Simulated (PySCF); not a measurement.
# Ge₂H₇PS: NMR shifts at several levels of theory, part 2 of 2

PySCF 2.14.0. Atoms count from 0.

### 6 Nuclear shieldings: PBE0/cc-pVTZ

What the job is given:

```
{"job": {"kind": "nmr", "xc": "PBE0", "basis": "cc-pVTZ", "pop": true}, "charge": 0, "multiplicity": 1}
P     -1.836174     0.222206    -1.076897
Ge    -0.980093    -0.433238     0.984912
S      0.840085     0.785438     1.397833
Ge     1.984896     0.402388    -0.481001
H     -2.384388     1.431277    -0.551172
H     -3.051964    -0.512781    -0.909669
H     -1.917652    -0.166567     2.176156
H     -0.614498    -1.928921     0.907741
H      1.501196     1.327929    -1.608888
H      3.449823     0.705344    -0.130943
H      1.810907    -1.070252    -0.893152
```

Level: GIAO PBE0/cc-pVTZ NMR shielding, non-relativistic, gas phase.

The log of the run:

```text
coarse grid: 44864 points
cycle   1  E = -4897.0572693590  dE = -1.131e+00  |g| = 6.365e-01  |ddm| = 5.451e+00
cycle   2  E = -4897.0259395302  dE =  3.133e-02  |g| = 7.211e-01  |ddm| = 1.530e+00
cycle   3  E = -4897.1131214455  dE = -8.718e-02  |g| = 7.473e-02  |ddm| = 8.691e-01
cycle   4  E = -4897.1147419201  dE = -1.620e-03  |g| = 2.194e-02  |ddm| = 1.522e-01
cycle   5  E = -4897.1148927035  dE = -1.508e-04  |g| = 3.592e-03  |ddm| = 3.783e-02
cycle   6  E = -4897.1148958655  dE = -3.162e-06  |g| = 1.086e-03  |ddm| = 7.535e-03
final grid: 87352 points
cycle   7  E = -4897.1147988737  dE = -1.597e-08  |g| = 1.161e-03  |ddm| = 4.989e-03
cycle   8  E = -4897.1147987380  dE =  1.357e-07  |g| = 1.371e-03  |ddm| = 4.204e-03
cycle   9  E = -4897.1147993170  dE = -5.790e-07  |g| = 1.673e-04  |ddm| = 2.181e-03
cycle  10  E = -4897.1147993213  dE = -4.324e-09  |g| = 1.483e-05  |ddm| = 1.920e-04
cycle  11  E = -4897.1147993214  dE = -5.457e-11  |g| = 3.844e-06  |ddm| = 2.804e-05
converged SCF energy = -4897.1147993214

GIAO shielding tensors (ppm)
atom      isotropic    diamagn.    paramagn.     s11        s22        s33       span
  0 P      593.786     968.799    -375.013    525.478    594.665    661.214    135.736
  1 Ge    1477.986    2755.992   -1278.006   1360.221   1466.130   1607.607    247.386
  2 S      813.049    1057.341    -244.292    755.721    818.159    865.266    109.545
  3 Ge    1559.462    2754.651   -1195.189   1468.029   1524.627   1685.729    217.700
  4 H       29.551      29.112       0.440     24.350     27.323     36.980     12.631
  5 H       29.491      28.470       1.021     23.979     26.119     38.376     14.397
  6 H       25.707      28.582      -2.875     18.653     20.947     37.523     18.869
  7 H       26.126      29.346      -3.220     19.411     21.720     37.249     17.838
  8 H       26.317      28.798      -2.481     19.046     22.768     37.136     18.090
  9 H       26.514      27.776      -1.262     19.517     21.497     38.528     19.011
 10 H       26.553      29.148      -2.595     19.901     23.253     36.506     16.605
```

Wall time 37 s (1 thread of Arm Neoverse V2, shared host); peak memory 1.2 GiB.

In short: δ P0 -274.0, Ge1 -63, Ge3 -144, S2 -288, H6 5.37, H8 4.83 ppm (means over like atoms).

### 7 NMR shieldings: PBE0/aug-cc-pVDZ

Settings changed since step 6:

```diff
@@ -1,2 +1,2 @@
-{"job": {"kind": "nmr", "xc": "PBE0", "basis": "cc-pVTZ", "pop": true}, "charge": 0, "multiplicity": 1}
+{"job": {"kind": "nmr", "xc": "PBE0", "basis": "aug-cc-pVDZ", "pop": true}, "charge": 0, "multiplicity": 1}
 P     -1.836174     0.222206    -1.076897
```

Level: GIAO PBE0/aug-cc-pVDZ NMR shielding, non-relativistic, gas phase.

The log of the run:

```text
coarse grid: 44864 points
cycle   1  E = -4896.9158507861  dE = -1.107e+00  |g| = 3.382e-01  |ddm| = 6.115e+00
cycle   2  E = -4896.8992475566  dE =  1.660e-02  |g| = 3.928e-01  |ddm| = 1.908e+00
cycle   3  E = -4896.9474841765  dE = -4.824e-02  |g| = 4.833e-02  |ddm| = 1.035e+00
cycle   4  E = -4896.9482717081  dE = -7.875e-04  |g| = 1.277e-02  |ddm| = 1.510e-01
cycle   5  E = -4896.9483295502  dE = -5.784e-05  |g| = 3.124e-03  |ddm| = 4.372e-02
cycle   6  E = -4896.9483333280  dE = -3.778e-06  |g| = 6.502e-04  |ddm| = 1.011e-02
final grid: 87352 points
cycle   7  E = -4896.9482796712  dE =  8.700e-09  |g| = 7.856e-04  |ddm| = 8.033e-03
cycle   8  E = -4896.9482795366  dE =  1.346e-07  |g| = 9.928e-04  |ddm| = 4.588e-03
cycle   9  E = -4896.9482799021  dE = -3.655e-07  |g| = 3.465e-05  |ddm| = 2.559e-03
cycle  10  E = -4896.9482799024  dE = -3.638e-10  |g| = 4.822e-06  |ddm| = 1.071e-04
converged SCF energy = -4896.9482799024

GIAO shielding tensors (ppm)
atom      isotropic    diamagn.    paramagn.     s11        s22        s33       span
  0 P      627.721     967.579    -339.858    562.461    633.069    687.632    125.171
  1 Ge    1594.906    2760.803   -1165.896   1479.621   1587.471   1717.627    238.005
  2 S      820.767    1058.367    -237.601    769.773    823.524    869.003     99.230
  3 Ge    1679.245    2762.183   -1082.938   1599.260   1637.602   1800.872    201.612
  4 H       29.594      28.917       0.678     24.186     27.433     37.164     12.978
  5 H       29.577      27.211       2.366     23.943     26.294     38.494     14.551
  6 H       25.574      27.253      -1.679     18.430     20.802     37.491     19.061
  7 H       26.018      28.601      -2.583     19.211     21.570     37.274     18.063
  8 H       26.209      29.682      -3.473     18.861     22.602     37.163     18.303
  9 H       26.429      27.468      -1.039     19.370     21.425     38.492     19.123
 10 H       26.522      29.875      -3.353     19.807     23.173     36.586     16.780
```

It took 25 s on 1 thread of Arm Neoverse V2, shared host; peak memory 1 GiB.

This run: δ P0 -255.7, Ge1 -81, Ge3 -165, S2 -263, H6 5.60, H8 5.01 ppm (means over like atoms).

### 8 NMR shieldings: PBE0/pcSseg-0

Settings changed since step 7:

```diff
@@ -1,2 +1,2 @@
-{"job": {"kind": "nmr", "xc": "PBE0", "basis": "aug-cc-pVDZ", "pop": true}, "charge": 0, "multiplicity": 1}
+{"job": {"kind": "nmr", "xc": "PBE0", "basis": "pcSseg-0", "pop": true}, "charge": 0, "multiplicity": 1}
 P     -1.836174     0.222206    -1.076897
```

Method: GIAO PBE0/pcSseg-0 NMR shielding, non-relativistic, gas phase.

The log of the run:

```text
coarse grid: 44864 points
cycle   1  E = -4891.2768060451  dE = -2.137e+00  |g| = 3.646e-01  |ddm| = 3.281e+00
cycle   2  E = -4891.2628674741  dE =  1.394e-02  |g| = 4.058e-01  |ddm| = 1.465e+00
cycle   3  E = -4891.3178056775  dE = -5.494e-02  |g| = 5.548e-02  |ddm| = 8.841e-01
cycle   4  E = -4891.3187648646  dE = -9.592e-04  |g| = 1.462e-02  |ddm| = 1.306e-01
cycle   5  E = -4891.3188389856  dE = -7.412e-05  |g| = 3.189e-03  |ddm| = 3.624e-02
cycle   6  E = -4891.3188426288  dE = -3.643e-06  |g| = 5.523e-04  |ddm| = 8.235e-03
final grid: 87352 points
cycle   7  E = -4891.3187725309  dE = -4.726e-08  |g| = 5.119e-04  |ddm| = 2.353e-03
cycle   8  E = -4891.3187725342  dE = -3.307e-09  |g| = 5.024e-04  |ddm| = 2.100e-03
cycle   9  E = -4891.3187726267  dE = -9.252e-08  |g| = 4.867e-05  |ddm| = 1.102e-03
cycle  10  E = -4891.3187726276  dE = -8.586e-10  |g| = 6.821e-06  |ddm| = 1.109e-04
converged SCF energy = -4891.3187726276

GIAO shielding tensors (ppm)
atom      isotropic    diamagn.    paramagn.     s11        s22        s33       span
  0 P      637.597     965.187    -327.590    564.568    637.991    710.232    145.664
  1 Ge    1599.096    2749.185   -1150.089   1455.563   1578.322   1763.403    307.841
  2 S      894.303    1057.233    -162.929    845.574    878.988    958.347    112.773
  3 Ge    1671.577    2749.169   -1077.592   1568.840   1620.205   1825.687    256.847
  4 H       31.106      29.540       1.566     25.213     28.498     39.608     14.395
  5 H       31.225      30.001       1.224     24.997     27.413     41.265     16.268
  6 H       27.199      29.052      -1.853     19.652     22.375     39.570     19.919
  7 H       27.594      28.727      -1.132     20.684     23.299     38.801     18.117
  8 H       27.754      27.877      -0.123     20.423     24.617     38.221     17.799
  9 H       27.841      28.268      -0.427     20.609     22.882     40.032     19.422
 10 H       28.141      28.257      -0.116     21.319     25.406     37.697     16.378
```

It took 6.9 s on 1 thread of Arm Neoverse V2, shared host; peak memory 0.67 GiB.

In short: δ P0 -356.2, Ge1 -51, Ge3 -123, S2 -379, H6 5.44, H8 4.92 ppm (means over like atoms).

### 9 Shielding tensors: PBE0/pcSseg-2

Settings changed since step 8:

```diff
@@ -1,2 +1,2 @@
-{"job": {"kind": "nmr", "xc": "PBE0", "basis": "pcSseg-0", "pop": true}, "charge": 0, "multiplicity": 1}
+{"job": {"kind": "nmr", "xc": "PBE0", "basis": "pcSseg-2", "pop": true}, "charge": 0, "multiplicity": 1}
 P     -1.836174     0.222206    -1.076897
```

Level: GIAO PBE0/pcSseg-2 NMR shielding, non-relativistic, gas phase.

The log of the run:

```text
coarse grid: 44864 points
cycle   1  E = -4897.0152502890  dE = -1.352e+00  |g| = 1.457e+00  |ddm| = 2.420e+00
cycle   2  E = -4896.9206761892  dE =  9.457e-02  |g| = 1.704e+00  |ddm| = 9.471e-01
cycle   3  E = -4897.1205352726  dE = -1.999e-01  |g| = 1.558e-01  |ddm| = 6.515e-01
cycle   4  E = -4897.1230758885  dE = -2.541e-03  |g| = 5.240e-02  |ddm| = 1.396e-01
cycle   5  E = -4897.1238330025  dE = -7.571e-04  |g| = 6.490e-03  |ddm| = 5.452e-02
cycle   6  E = -4897.1238393139  dE = -6.311e-06  |g| = 2.518e-03  |ddm| = 5.117e-03
final grid: 87352 points
cycle   7  E = -4897.1237909259  dE =  1.734e-07  |g| = 3.024e-03  |ddm| = 3.683e-03
cycle   8  E = -4897.1237904189  dE =  5.070e-07  |g| = 3.804e-03  |ddm| = 3.723e-03
cycle   9  E = -4897.1237920351  dE = -1.616e-06  |g| = 2.930e-04  |ddm| = 1.953e-03
cycle  10  E = -4897.1237920442  dE = -9.118e-09  |g| = 1.432e-05  |ddm| = 1.587e-04
cycle  11  E = -4897.1237920442  dE = -4.911e-11  |g| = 4.566e-06  |ddm| = 1.590e-05
converged SCF energy = -4897.1237920442

GIAO shielding tensors (ppm)
atom      isotropic    diamagn.    paramagn.     s11        s22        s33       span
  0 P      575.843     966.489    -390.646    504.478    576.865    646.185    141.707
  1 Ge    1407.389    2758.571   -1351.182   1285.946   1394.060   1542.161    256.215
  2 S      797.571    1057.762    -260.191    738.593    801.274    852.846    114.253
  3 Ge    1491.936    2756.127   -1264.191   1396.707   1455.115   1623.986    227.280
  4 H       29.361      28.988       0.373     24.170     27.059     36.854     12.684
  5 H       29.303      28.314       0.990     23.814     25.939     38.157     14.343
  6 H       25.680      29.038      -3.358     18.638     20.890     37.513     18.875
  7 H       26.127      29.933      -3.805     19.409     21.704     37.269     17.860
  8 H       26.301      28.914      -2.613     19.010     22.752     37.140     18.130
  9 H       26.488      27.874      -1.386     19.489     21.451     38.522     19.033
 10 H       26.526      29.370      -2.844     19.858     23.230     36.489     16.631
```

Run time: 49 s. Hardware: 1 thread of Arm Neoverse V2, shared host; peak memory 1.3 GiB.

This run: δ P0 -279.3, Ge1 -70, Ge3 -155, S2 -295, H6 5.34, H8 4.81 ppm (means over like atoms).

### 10 Run by run: NMR shifts

Shifts (ppm), means over like atoms, with basis size and wall time:

```csv
run,H6,H8,H4,P0,Ge1,Ge3,S2,functions,time
PBE0/6-31G*,5.51,4.94,1.88,-230.7,-31,-97,-291,114,11 s
PBE0/def2-SVP,5.34,4.81,1.69,-242.9,-70,-144,-280,135,13 s
PBE0/def2-TZVP,5.52,4.97,1.92,-285.5,-65,-148,-305,212,27 s
PBE0/cc-pVDZ,5.34,4.78,1.63,-237.7,-55,-127,-281,125,14 s
PBE0/cc-pVTZ,5.37,4.83,1.77,-274.0,-63,-144,-288,252,37 s
PBE0/aug-cc-pVDZ,5.60,5.01,1.81,-255.7,-81,-165,-263,189,25 s
PBE0/pcSseg-0,5.44,4.92,1.67,-356.2,-51,-123,-379,90,6.9 s
PBE0/pcSseg-2,5.34,4.81,1.91,-279.3,-70,-155,-295,310,49 s
```

### 11 Outcome

What follows sums up all 2 parts.

| quantity | value |
| --- | --- |
| 1H shifts against TMS (PBE0/6-31G*, means over atoms taken as alike) | 5.51, 4.94, 1.88 ppm |
| 31P shifts against H3PO4 (PBE0/6-31G*) | -230.7 ppm |
| 73Ge shifts against GeMe4 (PBE0/6-31G*) | -31, -97 ppm |
| 33S shifts against CS2 (PBE0/6-31G*) | -291 ppm |
| range of the shift of P0 | -356.2 to -230.7 ppm |

What this shows: Single values in the summary come from the first run of each kind that ended normally (PBE0/6-31G*), which need not be the best level. At PBE0/6-31G*: Shielding is most anisotropic at Ge1 (span 219 ppm, paramagnetic term -1188 ppm). Across the 8 runs the shift of P0 moves most, between -356.2 (PBE0/pcSseg-0) and -230.7 ppm (PBE0/6-31G*). Most of that comes from the computed reference, not from the atom's own shielding. Spin-orbit coupling is left out, which matters for shieldings and couplings at and beside the heavy atoms.
